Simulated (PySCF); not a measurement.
NC2O2H, in a box:

```
N C O H
1.0
    12.00000    0.00000    0.00000
     0.00000   13.00000    0.00000
     0.00000    0.00000   12.00000
N C O H
1 2 2 1
Cartesian
  7.4796 4.9664 6.8289
  6.6290 5.7584 6.9151
  5.3363 7.4252 6.0417
  5.7168 6.6571 7.1348
  5.7917 7.3330 4.9575
  4.5612 8.1237 6.3583
```

The cell isn't the ideal one: atoms moved at random, drawn with an rms of 0.05 Å.

Base run:

```yaml
Program: PySCF 2.14.0
Functional: TPSSh
Potentials_or_basis: cc-pvdz (all-electron)
k_mesh: 1 × 1 × 1
Occupations: fixed
Spin: no spin polarisation
```

Its results: gap between the frontier levels 6.53 eV.

After a change of settings the same cell gave: gap between the frontier levels 8.26 eV. Which change was it?
A. functional from TPSSh to SCAN0
B. functional from TPSSh to r2SCAN50; dispersion from none to D4
C. functional from TPSSh to BHandHLYP; dispersion from none to D4

A.

Caveats: this is a molecule in a periodic box at the Γ point, so its band gap is the HOMO-LUMO gap; the basis of atomic orbitals isn't converged, which shifts pressures, moduli and gaps.

Runs at the PBE level aren't shown here.
